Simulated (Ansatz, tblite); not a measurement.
# The cluster Ge₃H₆O₉: a ladder of methods and basis sets

An exercise on one series of results from a longer session: the logs are not shown, and one member is left open.

Method: as each input shows; program: Ansatz 0.2.0, Gaussian basis.

The runs, in order: GFN1-xTB, GFN2-xTB, PBE-D4/def2-TZVP, r2SCAN-D4/def2-TZVP, B3LYP-D4/def2-TZVP, B97M-V/def2-TZVP, PBE-D4/def2-SVP, PBE0-D4/def2-SVP, HF/STO-3G, MP2/def2-SVP.

6 further runs of the same task are left out: 4 that didn't finish, 2 set aside as unsound or not needed.

### The structure

The singlet was relaxed beforehand with PBE-D4/def2-SVP. At that level it is the lowest of the isomers that a small search found.

18 atoms, charge 0, spin multiplicity 1.

Bond lengths: Ge1–O4 2.162 Å, Ge1–O6 2.043 Å, Ge1–O11 1.798 Å, Ge2–O5 1.658 Å, Ge2–O7 1.877 Å, Ge2–O8 2.192 Å, Ge2–O12 1.759 Å, Ge3–O6 2.165 Å, Ge3–O9 1.928 Å, Ge3–O12 1.900 Å, O4–O6 1.493 Å, O4–H17 1.094 Å, O7–O10 1.463 Å, O8–H13 0.983 Å, O8–H18 1.009 Å, O9–H15 0.982 Å, O10–H14 0.983 Å, O11–H16 0.978 Å. Angles: O4–Ge1–O6 41.5°, O4–Ge1–O11 96.3°, O6–Ge1–O11 94.1°, O5–Ge2–O7 122.9°, O5–Ge2–O8 96.5°, O5–Ge2–O12 133.6°, O7–Ge2–O8 85.5°, O7–Ge2–O12 100.2°, O8–Ge2–O12 103.6°, O6–Ge3–O9 83.1°, O6–Ge3–O12 92.4°, O9–Ge3–O12 88.2°, Ge1–O4–O6 65.0°, Ge1–O4–H17 109.8°, O6–O4–H17 96.9°, Ge1–O6–Ge3 120.8°, Ge1–O6–O4 73.6°, Ge3–O6–O4 107.5° and more.

PBE0-D4/def2-TZVP was run before; its log isn't repeated, and its numbers join the tables.

Set-up of the first run:

Tight binding, by tblite at 300 K electronic temperature and without a spin-polarisation term:

```python
tblite.interface.Calculator('GFN1-xTB', numbers, positions, charge=0, uhf=0).singlepoint()
```

Tight binding, by tblite at 300 K electronic temperature and without a spin-polarisation term:

```python
tblite.interface.Calculator('GFN2-xTB', numbers, positions, charge=0, uhf=0).singlepoint()
```

start.molden holds the orbitals of an earlier run on this state, given as this run's starting guess.

The input, in.yaml:

```yaml
crystal:
  periodic: [false, false, false]
  atoms:
    - {symbol: Ge, position_ang: [-1.521700, -1.087984, -1.129689]}
    - {symbol: Ge, position_ang: [1.610191, 1.210067, -0.439687]}
    - {symbol: Ge, position_ang: [-0.979420, 1.427086, 1.472332]}
    - {symbol: O, position_ang: [-2.989571, -0.441344, 0.319650]}
    - {symbol: O, position_ang: [2.720172, 1.522721, -1.631208]}
    - {symbol: O, position_ang: [-1.594505, -0.549262, 0.839209]}
    - {symbol: O, position_ang: [2.096260, 0.672069, 1.291677]}
    - {symbol: O, position_ang: [1.395528, -0.931553, -0.856600]}
    - {symbol: O, position_ang: [-2.596611, 1.964404, 0.571500]}
    - {symbol: O, position_ang: [2.982839, -0.484009, 1.155138]}
    - {symbol: O, position_ang: [-1.670437, -2.847450, -0.788306]}
    - {symbol: O, position_ang: [-0.041672, 1.741337, -0.150055]}
    - {symbol: H, position_ang: [1.884798, -0.938234, -1.709444]}
    - {symbol: H, position_ang: [3.858583, -0.054782, 1.029392]}
    - {symbol: H, position_ang: [-2.309412, 2.349824, -0.284579]}
    - {symbol: H, position_ang: [-1.885992, -3.040252, 0.146010]}
    - {symbol: H, position_ang: [-3.047250, 0.650809, 0.325528]}
    - {symbol: H, position_ang: [2.088210, -1.163458, -0.160849]}
basis:
  gaussian: {orbitals: def2-TZVP, initial_orbitals: start.molden}
hamiltonian: {xc: pbe, dispersion: d4}
scf: {omitted_lower_state_checks: [starts]}
output: {orbitals: {seedname: orbitals}}
```

Launch:

```
ansatz run in.yaml --threads 4 --pin off --events-out ev --progress --plain --max-ram 6963MiB
```

Among the steps run: PBE-D4/def2-TZVP; r2SCAN-D4/def2-TZVP; B3LYP-D4/def2-TZVP; B97M-V/def2-TZVP; PBE-D4/def2-SVP; PBE0-D4/def2-SVP; HF/STO-3G; MP2/def2-SVP.

One of the session's tables, all rows but one given; the rest of the session is left out.

It belongs to the step «Binding energy». 

```
              level  binding an atom (eV)
          HF/STO-3G                 1.902
        HF/def2-SVP                 1.886
    PBE-D4/def2-SVP                 3.739
   PBE-D4/def2-TZVP                 3.714
r2SCAN-D4/def2-TZVP                     ?
   B97M-V/def2-TZVP                 3.530
 B3LYP-D4/def2-TZVP                 3.510
   PBE0-D4/def2-SVP                 3.479
  PBE0-D4/def2-TZVP                 3.471
       MP2/def2-SVP                 3.359
```

**Question.** Estimate the row for r2SCAN-D4/def2-TZVP.

As computed: binding an atom (eV): 3.561. In the column «binding an atom (eV)» it lies between B97M-V/def2-TZVP (3.530) and PBE-D4/def2-TZVP (3.714).

Caveats from the session: Free atoms were run apart at each level; binding is atoms less cluster, divided by the number of atoms, without zero-point or spin-orbit terms.
